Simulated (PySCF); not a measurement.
**[LaOF]−: other functionals and bases at one geometry**

An exercise on one series of results from a longer session: the logs are not shown, and one member is left open.

Computed with PySCF 2.14.0. Level: several levels, as the steps say, no spin–orbit coupling.

1 further run of the same task is left out (for a known fault of the program).

**The starting structure**

3 atoms, charge -1, spin multiplicity 1.

Bond lengths: La1–O2 2.071 Å, La1–F3 2.321 Å. Angles: O2–La1–F3 115.8°.

Geometry (Å):

```xyz
3
charge -1, multiplicity 1
La    0.04627    0.00000   -0.36610
O     1.79062    0.00000    0.74982
F    -1.93141    0.00000    0.84924
```

Formal oxidation states: La +2. Each metal's 1 4f electrons lie in its core potential, so multiplicities, spins and levels count the valence alone. For divalent La, Ce, Gd or Lu the extra electron is normally 5d or 6s, so this core forces an excited configuration. An earlier session relaxed this geometry at PBE0, La lcecp-0-SVP with ECP47, O def2-SVP, F def2-SVP (singlet, point group Cs).

At PBE0 on the finer grid: E = -200.890243 Eh, frontier levels not given, since the 4f levels lie in the core, Mulliken charge on La1 +0.27 e, largest force component 0.011 eV/Å. The highest filled level lies above zero; it isn't the detachment energy.

Levels to run: wB97X; r2SCAN; PBE0, TZVP. Hardware: 2 threads of Arm Neoverse V1, shared host.

The first run:

Input file run.py (the lines that set the calculation):

```python
mol = gto.M(atom='''
La     0.04627     0.00000    -0.36610
O      1.79062     0.00000     0.74982
F     -1.93141     0.00000     0.84924''',
    basis={'La': 'lcecp-0-SVP', 'O': 'def2-SVP', 'F': 'def2-SVP'},
    ecp={'La': 'lcecp-0-SVP'},
    charge=-1, spin=0)
mf = dft.RKS(mol, xc='WB97X')
mf.grids.atom_grid = (75, 302)  # f atoms: unpruned, at least (60, 302)
mf = mf.density_fit()  # fitting sets: La AutoAux, O def2-universal-JKFIT, F def2-universal-JKFIT
mf.conv_tol = 1e-08; mf.max_cycle = 55
mf.kernel(dm0)  # dm0: the density of the relaxed state
```

Command:

```sh
$ OMP_NUM_THREADS=2 python run.py
```

Steps of the session up to this table: wB97X; r2SCAN; PBE0, TZVP.

One table of the session follows, with a row left open; its other results are not shown here.

```
              level  charge on La1 (e)  dipole (D)  largest force component (eV/Å)
PBE0 (relaxed here)               0.27        8.20                            0.01
              wB97X               0.28        8.87                            0.15
             r2SCAN                  ?           ?                               ?
         PBE0, TZVP               0.58        8.75                            0.64
```

Estimate the missing values for r2SCAN.

**Answer.** charge on La1 (e): 0.22; dipole (D): 7.71; largest force component (eV/Å): 0.42. In the column «charge on La1 (e)» it is the lowest.

The dipole of a charged species depends on the origin, so these sizes hold for this origin alone.

The largest leftover force, 0.64 eV/Å with PBE0, TZVP, stands at a geometry relaxed at another level. With 4f in the core, its levels are missing from HOMO and gap, and its count is fixed, so no charge can pass from the ligands into it. Total energies of different levels can't be compared.
